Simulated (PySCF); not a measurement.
# C₅H₈N₂Si: a tour of settings

Which settings matter for C₅H₈N₂Si (`C=Cc1nccn1[SiH3]`), and how do bad ones show?

The runs use PySCF 2.14.0, with density-fitted response routines of our own; the level of theory stands in each step. All values are computed, except where a source is named. Atoms count from 0, in the outputs and in this text.

**1. The molecule as given**

16 atoms, charge 0, multiplicity 1; geometry from: GFN2-xTB.

Bonds of the start (Å): C0–C1 1.33, C1–C2 1.44, C2–N3 1.31, N3–C4 1.36, C4–C5 1.36, C5–N6 1.37, N6–Si7 1.75, N6–C2 1.38, C0–H8 1.08, C0–H9 1.08, C1–H10 1.08, C4–H11 1.07, C5–H12 1.07, Si7–H13 1.46, Si7–H14 1.46, Si7–H15 1.46.

**2. Shielding tensors: PBE0/pcSseg-1**

Job settings and geometry (Å):

```
{"job": {"kind": "nmr", "xc": "PBE0", "basis": "pcSseg-1"}, "charge": 0, "multiplicity": 1}
C     -0.611420     2.303129     1.511953
C     -0.580697     1.444173     0.498469
C      0.131921     0.194282     0.551293
N      0.820630    -0.242141     1.577051
C      1.325630    -1.445828     1.210247
C      0.934420    -1.741159    -0.060174
N      0.163417    -0.694400    -0.501714
Si    -0.596100    -0.557387    -2.074396
H     -0.089837     2.080282     2.425869
H     -1.148452     3.233623     1.454910
H     -1.099355     1.649463    -0.429525
H      1.934835    -2.015964     1.883504
H      1.132282    -2.590272    -0.681399
H     -2.040995    -0.465264    -1.866910
H     -0.225913    -1.778607    -2.781959
H     -0.057964     0.635015    -2.728631
```

Method: GIAO PBE0/pcSseg-1 NMR shielding, non-relativistic, gas phase.

Launch:

```sh
> OMP_NUM_THREADS=1 python probes_run.py task.json out
```

This one command runs all jobs of the session in turn.

Standard output:

```text
coarse grid: 14144 points
cycle   1  E = -593.7053962724  dE =  1.391e+00  |g| = 4.390e-01  |ddm| = 3.819e+00
cycle   2  E = -593.6525231483  dE =  5.287e-02  |g| = 6.602e-01  |ddm| = 1.238e+00
cycle   3  E = -593.7525679065  dE = -1.000e-01  |g| = 1.400e-01  |ddm| = 8.069e-01
cycle   4  E = -593.7567349473  dE = -4.167e-03  |g| = 3.685e-02  |ddm| = 1.296e-01
cycle   5  E = -593.7570083337  dE = -2.734e-04  |g| = 1.248e-02  |ddm| = 3.718e-02
cycle   6  E = -593.7570383921  dE = -3.006e-05  |g| = 3.709e-03  |ddm| = 1.106e-02
cycle   7  E = -593.7570414476  dE = -3.055e-06  |g| = 6.368e-04  |ddm| = 3.248e-03
final grid: 132928 points
cycle   8  E = -593.8006729298  dE = -3.180e-05  |g| = 7.000e-03  |ddm| = 3.277e-02
cycle   9  E = -593.8006701597  dE =  2.770e-06  |g| = 7.926e-03  |ddm| = 1.489e-02
cycle  10  E = -593.8006850673  dE = -1.491e-05  |g| = 1.311e-03  |ddm| = 8.468e-03
cycle  11  E = -593.8006854531  dE = -3.857e-07  |g| = 2.845e-04  |ddm| = 1.390e-03
cycle  12  E = -593.8006854678  dE = -1.469e-08  |g| = 1.291e-04  |ddm| = 3.043e-04
cycle  13  E = -593.8006854711  dE = -3.301e-09  |g| = 3.151e-05  |ddm| = 1.100e-04
cycle  14  E = -593.8006854713  dE = -1.917e-10  |g| = 1.284e-05  |ddm| = 4.188e-05
converged SCF energy = -593.8006854713

GIAO shielding tensors (ppm)
atom      isotropic    diamagn.    paramagn.     s11        s22        s33       span
  0 C       61.611     251.573    -189.962    -49.770     62.950    171.654    221.424
  1 C       57.227     257.052    -199.825    -56.500     72.358    155.823    212.323
  2 C       31.957     252.832    -220.875    -33.736     29.372    100.235    133.971
  3 N      -38.699     334.951    -373.650   -266.537    -96.567    247.006    513.543
  4 C       49.337     256.915    -207.578    -31.597     51.190    128.418    160.015
  5 C       59.979     252.380    -192.400    -21.093     75.076    125.955    147.048
  6 N       97.162     334.958    -237.796      6.002     92.272    193.212    187.210
  7 Si     404.719     881.347    -476.627    375.184    391.359    447.615     72.431
  8 H       24.605      30.580      -5.975     21.996     22.831     28.987      6.990
  9 H       26.006      28.249      -2.243     23.566     25.013     29.439      5.872
 10 H       25.114      33.184      -8.070     21.845     23.048     30.449      8.604
 11 H       24.344      31.572      -7.228     21.663     24.678     26.691      5.028
 12 H       25.017      31.688      -6.671     22.044     25.452     27.556      5.512
 13 H       26.584      29.938      -3.354     23.023     25.141     31.589      8.565
 14 H       26.718      29.571      -2.854     22.413     26.315     31.425      9.013
 15 H       26.584      29.943      -3.359     23.017     25.155     31.581      8.564
```

It took 20 s on 1 thread of Intel Xeon 6975P-C, shared host; peak memory 0.84 GiB.

The references, computed at this level on geometries of the same kind, shield at (ppm): 1H TMS 31.72, 13C TMS 186.9, 29Si TMS 349.2, 15N NH3 267.7. Their shielding less the atom's gives the shift. The references are single molecules in the gas phase, so shifts against H2O, NH3, PH3, H3PO4 or CFCl3 are not on the usual liquid scales and can be off by tens of ppm. Atoms listed in one row are averaged.

```csv
atoms,environment,σ (ppm),δ (ppm),δ scaled to CDCl3
C2,substituted aromatic carbon next to a ring nitrogen,32.0,155.0,149.3
C4,aromatic CH next to a ring nitrogen,49.3,137.6,132.4
C1,alkene CH,57.2,129.7,124.7
C5,aromatic CH next to a ring nitrogen,60.0,126.9,122.0
C0,terminal =CH2 carbon,61.6,125.3,120.4
H11,hydrogen on an aromatic CH next to a ring nitrogen,24.34,7.37,7.06
H8,hydrogen on a terminal =CH2 carbon,24.60,7.11,6.81
H12,hydrogen on an aromatic CH next to a ring nitrogen,25.02,6.70,6.42
H10,hydrogen on an alkene CH,25.11,6.60,6.33
H9,hydrogen on a terminal =CH2 carbon,26.01,5.71,5.49
"H13, H14, H15",hydrogen on a silicon bonded to N,26.63,5.09,–
N3,pyridine-type nitrogen of an azole,-38.7,306.4,–
N6,pyrrole-type ring nitrogen,97.2,170.6,–
Si7,"silicon bonded to N, 3 H",404.7,-55.6,–
```

The scaled column applies a straight-line fit of computed shieldings to shifts measured in CDCl3 (root-mean-square error 0.16 ppm for H, 1.9 ppm for C).

The run also stored atomic charges by several schemes (e):

```csv
atoms,Mulliken,IAO,Hirshfeld,ESP fit
C0,-0.07,-0.29,-0.09,-0.21
C1,-0.26,-0.17,-0.06,-0.50
C2,0.50,0.18,0.08,0.66
N3,-0.43,-0.33,-0.19,-0.54
C4,0.00,-0.09,-0.04,0.06
C5,0.09,-0.14,-0.04,-0.39
N6,-0.76,-0.36,-0.11,-0.16
Si7,0.62,0.75,0.39,0.49
```

Mayer bond orders: C0–C1 1.95, C1–C2 1.10, C2–N3 1.58, N3–C4 1.37, C4–C5 1.55, C5–N6 1.13, N6–Si7 0.81, N6–C2 1.02.

Ring of atoms C2, N3, C4, C5, N6: NICS(0) -11.1, NICS(1) -10.6, NICS(1)zz -27.7 ppm (means of both faces).

**3. Excited states and response: PBE0/def2-SVPD**

Settings changed since step 2:

```diff
@@ -1,2 +1,2 @@
-{"job": {"kind": "nmr", "xc": "PBE0", "basis": "pcSseg-1"}, "charge": 0, "multiplicity": 1}
+{"job": {"kind": "uv", "xc": "PBE0", "basis": "def2-SVPD", "nstates": 6, "ntriplets": 2}, "charge": 0, "multiplicity": 1}
 C     -0.611420     2.303129     1.511953
```

Level: TDDFT PBE0/def2-SVPD, vertical, gas phase, core orbitals frozen in the response.

Standard output:

```text
coarse grid: 14144 points
cycle   1  E = -593.4305955700  dE =  1.323e+00  |g| = 4.244e-01  |ddm| = 7.485e+00
cycle   2  E = -593.3738742175  dE =  5.672e-02  |g| = 6.567e-01  |ddm| = 3.347e+00
cycle   3  E = -593.4765448602  dE = -1.027e-01  |g| = 1.325e-01  |ddm| = 2.310e+00
cycle   4  E = -593.4803755987  dE = -3.831e-03  |g| = 3.799e-02  |ddm| = 2.727e-01
cycle   5  E = -593.4806791339  dE = -3.035e-04  |g| = 1.252e-02  |ddm| = 7.677e-02
cycle   6  E = -593.4807118049  dE = -3.267e-05  |g| = 3.390e-03  |ddm| = 2.482e-02
cycle   7  E = -593.4807144427  dE = -2.638e-06  |g| = 6.125e-04  |ddm| = 8.247e-03
final grid: 132928 points
cycle   8  E = -593.5539167276  dE = -3.059e-05  |g| = 6.740e-03  |ddm| = 1.718e-01
cycle   9  E = -593.5539127482  dE =  3.979e-06  |g| = 7.958e-03  |ddm| = 4.216e-02
cycle  10  E = -593.5539285676  dE = -1.582e-05  |g| = 1.287e-03  |ddm| = 2.186e-02
cycle  11  E = -593.5539289590  dE = -3.915e-07  |g| = 2.496e-04  |ddm| = 3.365e-03
cycle  12  E = -593.5539289702  dE = -1.114e-08  |g| = 1.259e-04  |ddm| = 7.453e-04
cycle  13  E = -593.5539289735  dE = -3.346e-09  |g| = 3.024e-05  |ddm| = 2.550e-04
cycle  14  E = -593.5539289737  dE = -1.842e-10  |g| = 1.409e-05  |ddm| = 9.392e-05
converged SCF energy = -593.5539289737

Static polarisability (au): isotropic 100.855, principal 64.554 104.612 133.398

Singlet excitations
state   eV       nm        f      main configurations
  1   4.7729    259.8   0.36215   H->L 0.97
  2   5.2300    237.1   0.00264   H->L+1 0.98
  3   5.3335    232.5   0.00155   H-1->L 0.99
  4   5.8415    212.2   0.00941   H->L+2 0.84, H->L+3 0.15
  5   5.9459    208.5   0.00018   H->L+3 0.85, H->L+2 0.15
  6   6.1055    203.1   0.04712   H-2->L 0.56, H->L+4 0.41

Triplet excitations (Tamm-Dancoff, eV): 3.0217 4.6688
```

Wall time 27 s (1 thread of Intel Xeon 6975P-C, shared host); peak memory 0.95 GiB.

Frontier orbitals and where they lie:

```csv
orbital,eV,atoms
HOMO−3,-8.82,"C1 28 %, C0 20 %, C2 13 %"
HOMO−2,-8.14,"N3 28 %, N6 23 %, C4 18 %"
HOMO−1,-7.78,"N3 66 %, C4 10 %, C2 8 %"
HOMO,-6.21,"C5 22 %, C0 16 %, C4 16 %"
LUMO,-0.96,"C0 26 %, C1 19 %, N3 11 %"
LUMO+1,0.01,"Si7 45 %, H14 12 %, H13 12 %"
LUMO+2,0.47,"Si7 51 %, H15 11 %, H13 11 %"
```

With each of the 6 states as a Gaussian band of 0.4 eV half-width at 1/e, the curve within the window shown has maxima at 260 nm (ε 15,000), 205 nm (ε 2,200) L/(mol cm). Beyond the last state computed it falls off for lack of states. The curve at chosen wavelengths:

```csv
nm,ε (L/mol/cm)
194,1141
198,1713
202,2099
206,2160
210,1918
215,1417
219,1070
223,934
227,1138
231,1817
235,3083
239,4961
243,7324
248,10489
252,12687
256,14167
260,14701
264,14262
268,13010
272,11219
276,9191
281,6711
285,4977
289,3554
293,2452
297,1639
```

Ground-state properties from the same run:

```csv
property,computed
dipole moment (D),3.24
polarisability (Å³),14.95
HOMO–LUMO gap (eV),5.25
−ε(HOMO) (eV),6.21
```

**4. Shielding tensors: HF/pcSseg-1**

Settings changed since step 3:

```diff
@@ -1,2 +1,2 @@
-{"job": {"kind": "uv", "xc": "PBE0", "basis": "def2-SVPD", "nstates": 6, "ntriplets": 2}, "charge": 0, "multiplicity": 1}
+{"job": {"kind": "nmr", "xc": "HF", "basis": "pcSseg-1", "pop": false, "scf": {"max_cycle": 52}}, "charge": 2, "multiplicity": 1}
 C     -0.611420     2.303129     1.511953
```

Level: GIAO HF/pcSseg-1 NMR shielding, non-relativistic, gas phase.

Standard output:

```text
final grid: 132928 points
cycle   1  E = -590.6972253823  dE =  3.220e+00  |g| = 9.292e-01  |ddm| = 3.667e+00
cycle   2  E = -590.9231236753  dE = -2.259e-01  |g| = 5.115e-01  |ddm| = 1.290e+00
cycle   3  E = -590.9817723931  dE = -5.865e-02  |g| = 1.436e-01  |ddm| = 5.128e-01
cycle   4  E = -590.9880450944  dE = -6.273e-03  |g| = 4.906e-02  |ddm| = 1.620e-01
cycle   5  E = -590.9889900413  dE = -9.449e-04  |g| = 1.399e-02  |ddm| = 7.497e-02
cycle   6  E = -590.9891336407  dE = -1.436e-04  |g| = 8.856e-03  |ddm| = 2.471e-02
cycle   7  E = -590.9892063259  dE = -7.269e-05  |g| = 4.685e-03  |ddm| = 1.756e-02
cycle   8  E = -590.9892382597  dE = -3.193e-05  |g| = 2.438e-03  |ddm| = 1.310e-02
cycle   9  E = -590.9892488635  dE = -1.060e-05  |g| = 1.259e-03  |ddm| = 8.087e-03
cycle  10  E = -590.9892514002  dE = -2.537e-06  |g| = 4.385e-04  |ddm| = 4.362e-03
cycle  11  E = -590.9892517208  dE = -3.206e-07  |g| = 1.322e-04  |ddm| = 1.778e-03
cycle  12  E = -590.9892517362  dE = -1.538e-08  |g| = 4.477e-05  |ddm| = 4.619e-04
cycle  13  E = -590.9892517371  dE = -8.461e-10  |g| = 1.403e-05  |ddm| = 8.150e-05
converged SCF energy = -590.9892517371

GIAO shielding tensors (ppm)
atom      isotropic    diamagn.    paramagn.     s11        s22        s33       span
  0 C      -53.742     250.781    -304.523   -194.147   -151.902    184.823    378.969
  1 C       66.449     258.307    -191.858     -5.104     30.137    174.313    179.417
  2 C        4.622     253.974    -249.352   -111.235     18.781    106.320    217.555
  3 N     -217.897     328.377    -546.274   -714.737   -181.750    242.794    957.530
  4 C      -21.438     255.560    -276.998   -181.401    -13.085    130.173    311.574
  5 C      -15.988     252.820    -268.809   -148.271    -24.733    125.039    273.310
  6 N       11.001     341.487    -330.486   -132.975    -23.136    189.114    322.089
  7 Si     429.285     877.738    -448.454    410.699    418.741    458.414     47.715
  8 H       20.581      26.109      -5.528     13.747     21.049     26.948     13.201
  9 H       20.135      24.546      -4.411     13.384     21.232     25.789     12.405
 10 H       24.108      31.509      -7.401     20.043     23.814     28.467      8.425
 11 H       20.635      27.522      -6.887     16.823     20.673     24.408      7.585
 12 H       21.579      28.639      -7.060     16.161     20.769     27.809     11.648
 13 H       26.610      28.840      -2.230     23.299     25.024     31.507      8.208
 14 H       26.646      28.422      -1.776     22.957     25.442     31.539      8.582
 15 H       26.611      28.849      -2.237     23.294     25.038     31.502      8.208
```

Wall time 8.8 s (1 thread of Intel Xeon 6975P-C, shared host); peak memory 0.86 GiB.

A normal end doesn't make this result sound: the charge was changed to 2, at the geometry of the original. Its HOMO lies at -20.88 eV, against -6.18 eV in step 2 (PBE0/pcSseg-1), a different level, so the two don't compare directly.

**5. J couplings: OPBE/pcX-1**

Settings changed since step 4:

```diff
@@ -1,2 +1,2 @@
-{"job": {"kind": "nmr", "xc": "HF", "basis": "pcSseg-1", "pop": false, "scf": {"max_cycle": 52}}, "charge": 2, "multiplicity": 1}
+{"job": {"kind": "j", "xc": "OPBE", "basis": "pcX-1", "scf": {"conv": 1e-15, "max_cycle": 61}}, "charge": 0, "multiplicity": 1}
 C     -0.611420     2.303129     1.511953
```

Method: OPBE/pcX-1.

Standard output:

```text
KeyError: 'Element h (Z=1) not found in basis pcX-1 version 1'
```

It took 0.02 s on 1 thread of Intel Xeon 6975P-C, shared host.

Why it failed: The basis pcX-1 has no functions for an element of the molecule, so the input was refused before any integral. The remedy is to choose a basis that covers all elements.

[end of part 1 of 2]
